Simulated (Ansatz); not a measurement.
# C4H14N2Sn: a ladder of functionals and wavefunction methods

An exercise on one series of results from a longer session: the logs are not shown, and one member is left open.

Program: Ansatz 0.2.0, Gaussian basis. Level of theory: functionals in def2-TZVPP, the program's frozen cores in correlated methods. These are calculated values, not measurements.

Plan: LDA (SPW92), PBE-D4, revPBE-D4, BLYP-D4, r2SCAN-D4, B97M-V, PBE0-D4, B3LYP-D4, r2SCANh-D4, r2SCAN0-D4, HSE06-D4, BHLYP-D4, CAM-B3LYP-D4, LC-ωPBE, ωB97X-V, ωB97M-V, B2PLYP, PBE-QIDH; CCSD(T)/def2-SVP; CCSD(T)/def2-TZVPP; MP2/def2-QZVPP; extrapolation to the limit; RPA on PBE.

## The geometry

The geometry comes from an earlier relaxation with PBE0-D4 in a triple-zeta def2 set; it is a stationary point, not always the lowest conformer. Sn takes the def2 core potential; no spin-orbit term is included.

SMILES `C[N](C)[SnH2][N](C)C`, 21 atoms, charge 0, spin multiplicity 1.

Atoms are counted from 1 here; the program's logs count them from 0.

Bond lengths: C1–N2 1.441 Å, C1–H8 1.093 Å, C1–H9 1.099 Å, C1–H10 1.102 Å, N2–C3 1.440 Å, N2–Sn4 2.013 Å, C3–H11 1.099 Å, C3–H12 1.093 Å, C3–H13 1.104 Å, Sn4–N5 2.028 Å, Sn4–H14 1.716 Å, Sn4–H15 1.706 Å, N5–C6 1.439 Å, N5–C7 1.440 Å, C6–H16 1.099 Å, C6–H17 1.094 Å, C6–H18 1.104 Å, C7–H19 1.104 Å and more. Angles: N2–C1–H8 111.0°, N2–C1–H9 110.4°, N2–C1–H10 113.3°, H8–C1–H9 107.4°, H8–C1–H10 107.4°, H9–C1–H10 107.2°, C1–N2–C3 113.1°, C1–N2–Sn4 119.1°, C3–N2–Sn4 120.8°, N2–C3–H11 110.5°, N2–C3–H12 110.9°, N2–C3–H13 113.3°, H11–C3–H12 107.3°, H11–C3–H13 106.9°, H12–C3–H13 107.7°, N2–Sn4–N5 106.9°, N2–Sn4–H14 105.1°, N2–Sn4–H15 110.6° and more.

Set-up of the first run:

in.yaml

```yaml
crystal:
  periodic: [false, false, false]
  atoms:
    - {symbol: C, position_ang: [-0.953371, -1.990125, 0.871309]}
    - {symbol: N, position_ang: [-0.392521, -1.680856, -0.419014]}
    - {symbol: C, position_ang: [0.808321, -2.421667, -0.704289]}
    - {symbol: Sn, position_ang: [-0.681685, 0.152799, -1.197400]}
    - {symbol: N, position_ang: [-0.102019, 1.490694, 0.212848]}
    - {symbol: C, position_ang: [-0.576058, 2.848367, 0.151380]}
    - {symbol: C, position_ang: [1.239553, 1.385933, 0.726098]}
    - {symbol: H, position_ang: [-1.885770, -1.443477, 1.034329]}
    - {symbol: H, position_ang: [-1.184657, -3.062324, 0.940992]}
    - {symbol: H, position_ang: [-0.278893, -1.747048, 1.708836]}
    - {symbol: H, position_ang: [0.601750, -3.501333, -0.712808]}
    - {symbol: H, position_ang: [1.204102, -2.158945, -1.688518]}
    - {symbol: H, position_ang: [1.610442, -2.254622, 0.034971]}
    - {symbol: H, position_ang: [0.252961, 0.179743, -2.636036]}
    - {symbol: H, position_ang: [-2.346126, 0.457216, -1.415525]}
    - {symbol: H, position_ang: [-0.577985, 3.298165, 1.154408]}
    - {symbol: H, position_ang: [-1.604402, 2.883081, -0.219871]}
    - {symbol: H, position_ang: [0.036069, 3.503449, -0.492360]}
    - {symbol: H, position_ang: [1.989940, 1.920740, 0.118292]}
    - {symbol: H, position_ang: [1.546401, 0.338089, 0.790469]}
    - {symbol: H, position_ang: [1.293959, 1.802102, 1.741881]}
basis:
  gaussian: {orbitals: def2-TZVPP}
hamiltonian: {xc: lda}
output: {orbitals: {seedname: orbitals}}
```

Launch:

```bash
$ ansatz run in.yaml --threads 4 --pin off --events-out ev --progress --plain --max-ram 63488MiB --backend cuda --devices 0, --max-vram 37GiB
```

Among the steps run: LDA; PBE-D4 (GGA); revPBE-D4 (GGA); BLYP-D4 (GGA); r2SCAN-D4 (meta-GGA); B97M-V (meta-GGA); B3LYP-D4 (hybrid); r2SCANh-D4 (hybrid); r2SCAN0-D4 (hybrid); HSE06-D4 (hybrid); BHLYP-D4 (hybrid); CAM-B3LYP-D4 (range-separated); LC-ωPBE (range-separated); ωB97X-V (range-separated); ωB97M-V (range-separated); B2PLYP (double hybrid); PBE-QIDH (double hybrid).

One of the session's tables, all rows but one given; the rest of the session is left out.

It belongs to the step «Frontier levels by functional». 

```
  functional  HOMO (eV)  LUMO (eV)  gap (eV)
 LDA (SPW92)      -4.77      -0.72      4.04
      PBE-D4      -4.66      -0.49      4.18
   revPBE-D4      -4.61      -0.40      4.21
     BLYP-D4      -4.56      -0.45      4.11
   r2SCAN-D4      -4.88      -0.17      4.72
      B97M-V      -5.07      -0.40      4.66
     PBE0-D4      -5.94       0.29      6.23
    B3LYP-D4      -5.74       0.06      5.80
  r2SCANh-D4      -5.37       0.14      5.51
  r2SCAN0-D4      -6.11       0.51      6.62
    HSE06-D4      -5.54      -0.07      5.47
    BHLYP-D4      -7.19       0.97      8.15
CAM-B3LYP-D4      -7.31       1.12      8.42
     LC-ωPBE          ?          ?         ?
     ωB97X-V      -8.31       2.04     10.36
     ωB97M-V      -8.25       1.66      9.91
```

Estimate the missing values for LC-ωPBE.

As computed: HOMO (eV): -8.62; LUMO (eV): 2.24; gap (eV): 10.86. In the column «HOMO (eV)» it is the lowest.
